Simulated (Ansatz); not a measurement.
# H2In, SMILES [InH2]: a relaxed scan of one distance

Run with Ansatz's Python interface.

Contents of `h2in.xyz`:
```text
3

In    0.22670   -0.24390    0.08920
H     0.75990    1.15590    0.54410
H    -0.99750   -0.97680   -0.64660
```

`h2in_relaxed_scan.py`
```python
import warnings

import ansatz as az
import numpy as np

BASIS = "def2-SVP"
FUNCTIONAL = "pbe"


def main() -> None:
    warnings.simplefilter("ignore", az.DeckWarning)

    geometry = az.Crystal.molecule_from_extxyz("h2in.xyz")

    calc = geometry.calculation().basis(gaussian=BASIS).functional(FUNCTIONAL).spin("collinear", total=1)
    symbols = [site.symbol for site in geometry.cartesian_sites]
    pairs = [(0, 1), (0, 2)]
    print("held (A)   E (eV)        ", "  ".join(f"{symbols[i]}{i}-{symbols[j]}{j}" for i, j in pairs))
    for length in [1.48, 1.61, 1.73, 1.93, 2.17]:
        rep = calc.relax(constraints=[az.DistanceConstraint((0, 2), at=length)], force_tolerance=0.02, max_steps=60).run(threads=1, backend="cpu").report
        xyz = np.array(rep["positions_ang"])
        print(f"{length:6.2f} {rep['free_energy_ev']:14.5f}  ", "  ".join(f"{np.linalg.norm(xyz[i] - xyz[j]):.3f}" for i, j in pairs))


if __name__ == "__main__":
    main()
```

```console
$ python h2in_relaxed_scan.py
held (A)   E (eV)         In0-H1  In0-H2
  1.48    -5203.76987   1.772  1.480
  1.61    -5204.24611   1.780  1.610
  1.73    -5204.41167   1.788  1.730
  1.93    -5204.36150   1.800  1.930
  2.17    -5204.05856   1.816  2.170
```

What to keep in mind:
- The settings weren't tested for convergence.
- The energies are electronic: no zero-point or thermal terms, and the basis set is short of its limit.
- def2 sets replace the cores of elements past krypton by effective core potentials.
- The species is open-shell (spin multiplicity 2).
- The script silences the warnings on its input, which a real study should read.
- Wall time of the script: 33 s on 1 thread of Arm Neoverse V1, with other jobs on the host, peak memory 0.17 GiB.

(Lines on the test bed's own set-up are left out of the output.)
